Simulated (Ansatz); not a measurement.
**SrMg2S2: a short molecular-dynamics run**

Aim: set SrMg2S2 (a randomly packed cell, 5 atoms, not relaxed) in motion for 30 steps of 0.5 fs under a Langevin thermostat at 600 K, and see how temperature, energy and positions respond.

All numbers below are computed with Ansatz 0.2.0 (DFT PBE, plane waves, PAW, scalar-relativistic, no spin polarisation).

### 1 Starting point

The cell holds 5 atoms (Mg2S2Sr): a = 6.104 Å, b = 5.712 Å, c = 4.431 Å, α = 81.66°, β = 78.38°, γ = 78.69°.

Coordinates:

```cif
data_structure
_symmetry_space_group_name_H-M 'P 1'
_symmetry_Int_Tables_number 1
_cell_length_a 6.1037
_cell_length_b 5.7119
_cell_length_c 4.4311
_cell_angle_alpha 81.659
_cell_angle_beta 78.376
_cell_angle_gamma 78.686
_cell_volume 147.48
loop_
_atom_site_label
_atom_site_type_symbol
_atom_site_fract_x
_atom_site_fract_y
_atom_site_fract_z
_atom_site_occupancy
Mg1 Mg 0.05019 0.27297 0.88025 1
Mg2 Mg 0.57095 0.23163 0.27042 1
S1 S 0.98842 0.62361 0.35426 1
S2 S 0.83060 0.85434 0.86228 1
Sr1 Sr 0.37955 0.72444 0.69332 1
```

### 2 Molecular dynamics

File input.yaml:

```yaml
crystal:
  lattice:
    - [6.056564, 0.525138, 0.545644]
    - [0.659799, 5.668385, -0.243856]
    - [0.440979, 0.783071, 4.339052]
  atoms:
    - { symbol: Mg, position: [0.050189, 0.272974, 0.880247] }
    - { symbol: Mg, position: [0.570946, 0.23163, 0.270417] }
    - { symbol: S, position: [0.988415, 0.623611, 0.354259] }
    - { symbol: S, position: [0.830598, 0.854338, 0.862275] }
    - { symbol: Sr, position: [0.379546, 0.724438, 0.69332] }
kpoints:
  mp_grid: { grid: [4, 4, 6] }
magnetization:
  spin_polarized: false
scf:
  occupations: { method: gaussian, width: 0.1 }
  n_extra_bands: 4
hamiltonian:
  pseudopotentials: { kind: paw }
  xc: pbe
basis:
  ecutwfc: 420
md:
  timestep: 0.5
  n_steps: 30
  ensemble: nvt_langevin
  temperature: 600.0
  initial_velocities: maxwell_boltzmann
  seed: 868389
```

On the command line:

```sh
> ansatz run input.yaml --threads 2 --pin off --max-ram 2560MiB --backend cpu --events-out ev --progress --plain --runs-dir out
```

Before running it: what results should come out? Wanted: temperature, first and last step; temperature, second half; potential energy, second half; mean square displacement, second half.

**Answer**, as computed:

| quantity | value |
| --- | --- |
| length | 30 steps of 0.5 fs |
| temperature, first and last step | 480 and 589 K |
| temperature, second half | mean 488 K, from 427 to 589 K |
| potential energy, second half | +6 meV/atom from the start |
| mean square displacement, second half | Mg 0.006, Sr 0.003, S 0.002 Å² |

What this shows: Against a set 600 K the second half averages 488 K, going from 427 to 589 K over that half. Over the second half Mg atoms stand 0.1 Å (root mean square) from where they began, and the farthest move is 0.1 Å. Settings off the usual here: scf.n_extra_bands, kpoints.mp_grid.grid. 15 fs on 5 atoms is far too short and small for converged averages.
